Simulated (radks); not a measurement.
**Au inside a hard spherical wall**

Aim: energy, levels and pressure of Au as a wall, at which all orbitals vanish, closes in. The configuration stays [Xe] 4f14 5d10 6s1.

The numbers are computed with radks (a radial shooting solver on a logarithmic mesh, Libxc functionals) version 1 (scalar-relativistic Kohn-Sham, PBE, spin-polarised, spherical densities, finite nucleus; open shells are filled with parallel spins first), except any that are marked as measured or tabulated.

## (1) What is computed

```
element            : gold (Z = 79)
charge             : 0
electrons          : 79
configuration      : [Xe] 4f14 5d10 6s1
nuclear rms radius : 5.4371 fm
```

Outer shells as boxes (Hund's rule):

Au
```
[Xe] core
4f [↑↓][↑↓][↑↓][↑↓][↑↓][↑↓][↑↓]
5d [↑↓][↑↓][↑↓][↑↓][↑↓]
6s [↑ ]
```

## (2) The free atom

Input:

```text
Z 79
configuration [Xe] 4f14 5d10 6s1 6p0 7s0 5f0
relativity scalar-relativistic
functional pbe,pbe
spin polarised
nucleus finite rms 5.4371 fm
c 137.035999084
```

## (3) Wall at 12 bohr

Input: that of step 2 with these lines changed.

```diff
@@ -6,2 +6,3 @@
 nucleus finite rms 5.4371 fm
+wall 12 bohr
 c 137.035999084
```

## (4) Wall at 8 bohr

Input: that of step 3 with these lines changed.

```diff
@@ -6,3 +6,3 @@
 nucleus finite rms 5.4371 fm
-wall 12 bohr
+wall 8 bohr
 c 137.035999084
```

## (5) Wall at 7 bohr

Input: that of step 4 with these lines changed.

```diff
@@ -6,3 +6,3 @@
 nucleus finite rms 5.4371 fm
-wall 8 bohr
+wall 7 bohr
 c 137.035999084
```

## (6) Wall at 6 bohr

Input: that of step 5 with these lines changed.

```diff
@@ -6,3 +6,3 @@
 nucleus finite rms 5.4371 fm
-wall 7 bohr
+wall 6 bohr
 c 137.035999084
```

## (7) Wall at 3.5 bohr

Input: that of step 6 with these lines changed.

```diff
@@ -6,3 +6,3 @@
 nucleus finite rms 5.4371 fm
-wall 6 bohr
+wall 3.5 bohr
 c 137.035999084
```

## (8) Wall at 2.5 bohr

Input: that of step 7 with these lines changed.

```diff
@@ -6,3 +6,3 @@
 nucleus finite rms 5.4371 fm
-wall 3.5 bohr
+wall 2.5 bohr
 c 137.035999084
```

Q: Predict the outcome of this session. Wanted: for each run, R; E − E(free); ε(6s); ε(6p, empty); ε(7s, empty); ε(5f, empty); pressure.

**Answer**, as computed:

```csv
R (bohr),E − E(free) (eV),ε(6s) (eV),"ε(6p, empty) (eV)","ε(7s, empty) (eV)","ε(5f, empty) (eV)",pressure (GPa)
free,0.000,-6.076,-,-,-,0
12,0.000,-6.075,-0.949,0.724,3.655,0.000130
8,0.033,-6.003,-0.471,3.727,7.649,0.0593
7,0.125,-5.857,0.023,6.147,9.851,0.291
6,0.477,-5.431,1.077,10.675,13.151,1.54
3.5,18.858,5.402,18.266,63.982,36.126,221
2.5,119.05,42.639,68.021,182.91,72.808,3396
```

Eigenvalues are for spin up. At the tightest wall, 2.5 bohr, the energy stands 119.05 eV above the free atom and the pressure, −dE/dV, is 3396 GPa. Of the levels in the table that exist at both ends, 6s rises most from the free atom (48.715 eV). From R = 3.5 bohr inwards the highest occupied level lies above zero, pushed up by confinement. Shells are not refilled when levels cross, and a hard wall is a model, not a crystal.
